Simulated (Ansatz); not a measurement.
## CoPd: equation of state with PBE

Crystal: CoPd.

```
CELL_PARAMETERS angstrom
1.34593 0.77707 4.29392
-1.34593 0.77707 4.29392
0.00000 -1.55415 4.29392
ATOMIC_POSITIONS crystal
Pd 0.50000 0.50000 0.50000
Co 0.00000 0.00000 0.00000
```

The cell comes from a database or a generator and needn't be the stable form of this composition.

- Program: Ansatz 0.2.0
- Task: equation of state
- Functional: PBE
- Potentials or basis: Ansatz PAW
- Cutoff: 420 eV
- Density cutoff: 1680 eV
- k mesh: 11 × 11 × 11
- Occupations: fermi-dirac, width 0.05 eV
- Spin: collinear spin, ferromagnetic start
- Starting moments: [0.0, 2.0] μB

```
Equilibrium volume                        : 13.39 Å³/atom
Bulk modulus at fixed shape and positions : 183 GPa
Pressure derivative of the bulk modulus   : 5.1
```

Energy against volume, from the lowest point:
| volume (Å³/atom) | energy (meV/atom) |
| --- | --- |
| 12.665 | 25.17 |
| 12.934 | 9.44 |
| 13.203 | 1.34 |
| 13.473 | 0.00 |
| 13.742 | 4.65 |
| 14.012 | 14.59 |
| 14.281 | 29.19 |

All runs of the series together: 89 s on 2 threads of Arm Neoverse V1, on a shared host.

Caveat: the cell was scaled at fixed shape and fractional positions, which overstates the stiffness of a crystal with free parameters, most of all of layers and chains.
